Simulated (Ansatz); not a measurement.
Write a Python script for Ansatz 0.2.0, Python API that makes a rigid torsion scan of C2H7NSi, SMILES CN1C[SiH2]1. Use (for the species named): Hartree-Fock, cc-pVDZ basis, multiplicity 1.

```xyz
11

C    -0.1596    1.1019   -0.7778
N    -0.4055   -0.2383   -0.3804
C    -0.6533   -0.3913    1.0239
Si    0.8577   -1.2805    0.1825
H    -1.1669    1.6661   -0.8128
H     0.1886    1.2006   -1.8117
H     0.5056    1.7097   -0.1390
H    -0.2595    0.3921    1.7186
H    -1.4377   -1.0069    1.3851
H     2.0865   -0.5994    0.0411
H     0.5093   -2.6112   -0.4089
```

The script, `c2h7nsi_torsion.py`:
```python
"""Energy of C2H7NSi as one group turns about a bond."""

import ansatz as az
from ase import Atoms

atoms = Atoms(["C", "N", "C", "Si", "H", "H", "H", "H", "H", "H", "H"], positions=[
    (-0.1596, 1.1019, -0.7778),
    (-0.4055, -0.2383, -0.3804),
    (-0.6533, -0.3913, 1.0239),
    (0.8577, -1.2805, 0.1825),
    (-1.1669, 1.6661, -0.8128),
    (0.1886, 1.2006, -1.8117),
    (0.5056, 1.7097, -0.139),
    (-0.2595, 0.3921, 1.7186),
    (-1.4377, -1.0069, 1.3851),
    (2.0865, -0.5994, 0.0411),
    (0.5093, -2.6112, -0.4089),
])

# start the scan from a relaxed geometry
first = az.Crystal.molecule_from_ase(atoms).calculation()
first = first.basis(gaussian="cc-pVDZ")
first = first.functional("hf")
first = first.relax(force_tolerance=0.02, max_steps=80)
atoms.positions = first.run(threads=1).report["positions_ang"]

start = atoms.get_dihedral(2, 1, 0, 4)
energies = {}
for turn in range(0, 121, 15):
    turned = atoms.copy()
    turned.set_dihedral(2, 1, 0, 4, start + turn, indices=[0, 4, 5, 6])
    base = az.Crystal.molecule_from_ase(turned).calculation()
    base = base.basis(gaussian="cc-pVDZ")
    base = base.functional("hf")
    energies[round((start + turn) % 360)] = base.run(threads=1).report["free_energy_ev"]
floor = min(energies.values())
print("dihedral C2-N1-C0-H4 (deg)   E - E(min) (kcal/mol)")
for angle, e in sorted(energies.items()):
    print(f"{angle:8d} {23.060548 * (e - floor):14.3f}  " + "#" * int(30 * (e - floor) / max(max(energies.values()) - floor, 1e-9)))
```

Output of `python c2h7nsi_torsion.py`:
```text
dihedral C2-N1-C0-H4 (deg)   E - E(min) (kcal/mol)
       3          2.301  ##########################
      18          1.521  #################
      33          0.766  ########
      48          0.511  #####
     288          0.000
     303          0.367  ####
     318          1.262  ##############
     333          2.177  #########################
     348          2.594  ##############################
```

The scan is rigid and the energies are electronic, in a modest basis. With rigid groups the curve can differ much from the relaxed path, the start wasn't checked as a minimum of this torsion, and equivalent turns needn't return to the same energy. It ran for 34 s on 1 thread of Intel(R) Xeon(R) Platinum 8488C (Sapphire Rapids), on a shared host, peak memory 0.26 GiB.

(Lines on the test bed's own set-up are left out of the output.)
